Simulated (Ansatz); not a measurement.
# MgSn3S6: the cost of one run

Computed with Ansatz 0.2.0 (DFT PBE, scalar-relativistic, plane waves, PAW, unless a step names another level, unless a step's input says otherwise).

1 further run of the same task is left out (set aside as unsound or not needed).

## (1) Starting point

The structure is trigonal, space group P-31m (No. 162). The conventional cell has a = 6.473 Å, b = 6.473 Å, c = 6.795 Å, α = 90.00°, β = 90.00°, γ = 120.00°. Around Mg (site symmetry -3m) lie 6 S at 2.64 Å. Sn (site symmetry 32) has 6 S at 2.59 Å as nearest neighbours. Sn (site symmetry -3m) has 6 S at 2.93 Å as nearest neighbours. S (site symmetry m) has 3 Sn at 2.59 to 2.93 Å and 1 Mg at 2.64 Å as nearest neighbours.

Coordinates:

```xyz
10
Lattice="6.4728 0.0000 0.0000 -3.2364 5.6057 0.0000 0.0000 0.0000 6.7949" Properties=species:S:1:pos:R:3 pbc="T T T"
Mg    0.0000    0.0000    0.0000
Sn    0.0000    3.7371    0.0000
Sn    3.2364    1.8686    0.0000
Sn    0.0000    0.0000    3.3975
S     2.1943    0.0000    1.4606
S    -1.0971    1.9003    1.4606
S     2.1393    3.7054    1.4606
S    -2.1393    3.7054    5.3343
S     4.2786    0.0000    5.3343
S     1.0971    1.9003    5.3343
```

It is the end of an earlier relaxation with the same method, from a generated guess; it is a trial structure. At a tolerance of 0.02 Å it has space group P-31m (No. 162); it has 24.66 Å³/atom, an uncorrected energy of -0.56 eV/atom over the elements and, on its mesh, gap 0.25 eV.

## (2) Strained cells: the elastic tensor

input.yaml

```yaml
crystal:
  lattice:
    - [6.4724628213, 0.0, 0.0]
    - [-3.2362314107, 5.6053172283, 0.0]
    - [0.0, 0.0, 6.7970504075]
  atoms:
    - { symbol: Mg, position: [0.0, 0.0, 0.0] }
    - { symbol: Sn, position: [0.3333333333, 0.6666666667, 0.0] }
    - { symbol: Sn, position: [0.6666666667, 0.3333333333, 0.0] }
    - { symbol: Sn, position: [0.0, 0.0, 0.5] }
    - { symbol: S, position: [0.3390196304, 0.0, 0.214912582] }
    - { symbol: S, position: [0.0, 0.3390196304, 0.214912582] }
    - { symbol: S, position: [0.6609803696, 0.6609803696, 0.214912582] }
    - { symbol: S, position: [0.0, 0.6609803696, 0.785087418] }
    - { symbol: S, position: [0.6609803696, 0.0, 0.785087418] }
    - { symbol: S, position: [0.3390196304, 0.3390196304, 0.785087418] }
basis:
  ecutwfc: 420
kpoints:
  mp_grid: { grid: [6, 6, 6] }
hamiltonian:
  xc: pbe
scf:
  occupations: { method: fixed }
output:
  forces: true
  stress: true
  eigenvalues: true
elastic:
  mode: relaxed_ion
  stencil: two_point
```

The run is started by

```console
ansatz run input.yaml --threads 4 --pin off --max-ram 8192MiB --backend cpu --events-out ev --progress --plain --runs-dir out
```

Q: Estimate wall time and peak memory on 4 threads of Arm Neoverse V1, shared host.

About 9.6 min, with a peak of 1.5 GiB.
